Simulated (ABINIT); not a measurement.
Write the native input for ABINIT 10.8.3 (patched build) that does the following.

```yaml
Task: equation of state
Functional: PBE
Potentials_or_basis: JTH PAW PBE v2.0
Cutoff: 544 eV
k_mesh: 8 × 8 × 7
Occupations: fermi-dirac, width 0.05 eV
Spin: no spin polarisation
Fine-grid_cutoff: 1088.46 eV
```

Be2S:

```xyz
3
Lattice="3.1576 0.0000 0.0000 0.0000 3.1576 0.0000 0.0000 0.0000 3.9404" Properties=species:S:1:pos:R:3 pbc="T T T"
Be    0.0000    1.5788    0.6641
Be    1.5788    0.0000    3.2763
S     1.5788    1.5788    1.9702
```

The cell was built by a generator and needn't be a form met in nature.

These files were run (other wordings do the same):

run.abi

```
# Datasets: one volume each
ndtset 7
getwfk -1
scalecart1 3*0.9795861087
scalecart2 3*0.9864848297
scalecart3 3*0.9932883884
scalecart4 3*1.0000000000
scalecart5 3*1.0066227096
scalecart6 3*1.0131594038
scalecart7 3*1.0196128224

# Pseudopotentials
pp_dirpath "./"
pseudos "Be.GGA_PBE-JTH.xml, S.GGA_PBE-JTH.xml"

# Structure
acell 3*1.0 Angstrom
rprim
     3.1575700000     0.0000000000     0.0000000000
     0.0000000000     3.1575700000     0.0000000000
     0.0000000000     0.0000000000     3.9403700000
ntypat 2
znucl 4 16
natom 3
typat 1 1 2
xred
     0.0000000000     0.5000000000     0.1685400000
     0.5000000000     0.0000000000     0.8314600000
     0.5000000000     0.5000000000     0.5000000000

# Plane-wave basis
ecut 20.0
pawecutdg 40.0
pawxcdev 0

# k points
kptopt 1
ngkpt 8 8 7
nshiftk 1
shiftk 0.0 0.0 0.0

# Exchange and correlation
ixc 11

# Bands and occupations
nband 11
occopt 3
tsmear 0.00183747

# SCF cycle
nstep 100
tolvrs 1.0e-9

# Output
iomode 3
prtwf 1
prtden 0
prteig 0
prtebands 0
enunit 1
```

Potentials or basis: JTH PAW PBE v2.0.

Run with:

```bash
$ abinit run.abi > log 2>&1
```

Results of the run:

| Quantity | Value |
| --- | --- |
| Equilibrium volume | 13.08 Å³/atom |
| Bulk modulus at fixed shape and positions | 88 GPa |
| Pressure derivative of the bulk modulus | 3.8 |

Caveat: pressures at fixed basis lie under the slope of the energies; the cell was scaled at fixed shape and fractional positions, which overstates the stiffness of a crystal with free parameters, most of all of layers and chains.

It took 110 s on 1 thread of Arm Neoverse V1 (shared host), peak memory 0.14 GiB.
